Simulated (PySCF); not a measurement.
# C2H10BOP: the cost of one run

Computed with PySCF 2.14.0, with density-fitted response routines of our own, on a single molecule in the gas phase. Atoms count from 0, in the outputs and in this text.

### Step 1. Starting geometry

15 atoms, charge 0, multiplicity 1; geometry from: GFN2-xTB. The atoms were then displaced at random by about 0.01 Å, so the start is not that level's minimum.

Bonds of the start (Å): C0–O1 1.41, O1–C2 1.42, O1–B3 1.67, B3–P4 1.94, C0–H5 1.09, C0–H6 1.06, C0–H7 1.11, C2–H8 1.12, C2–H9 1.07, C2–H10 1.09, B3–H11 1.20, B3–H12 1.18, P4–H13 1.37, P4–H14 1.39.

### Step 2. Geometry optimisation at PBE0-D3(BJ)/def2-SVP

The job: settings as JSON, then the geometry in Å.

```
{"job": {"xc": "PBE0", "basis": "def2-SVP", "d3": "d3bj", "grid": 1, "shake": 0.01, "kind": "geom"}, "charge": 0, "multiplicity": 1}
C     -1.580590    -0.959400    -0.305130
O     -0.507890    -0.112210    -0.654340
C     -0.777950     1.252730    -0.367160
B      0.941940    -0.638740    -0.004480
P      2.273870     0.401000    -0.953110
H     -1.795050    -0.909290     0.766020
H     -1.342650    -1.951540    -0.608190
H     -2.475930    -0.592980    -0.852420
H     -0.896900     1.415440     0.735570
H     -1.652930     1.580710    -0.887050
H      0.096780     1.823230    -0.690810
H      0.849980    -0.450450     1.177160
H      0.937630    -1.770010    -0.331390
H      3.326390    -0.399350    -0.605000
H      2.587970     1.293460     0.067430
```

The run is started by

```console
OMP_NUM_THREADS=1 python probes_run.py task.json out
```

The driver reads the jobs from task.json and runs them one after another.

Q: Estimate the wall time and peak memory of this first job on 1 thread of Arm Neoverse V2, shared host.

About 78 s, with a peak of 0.52 GiB.
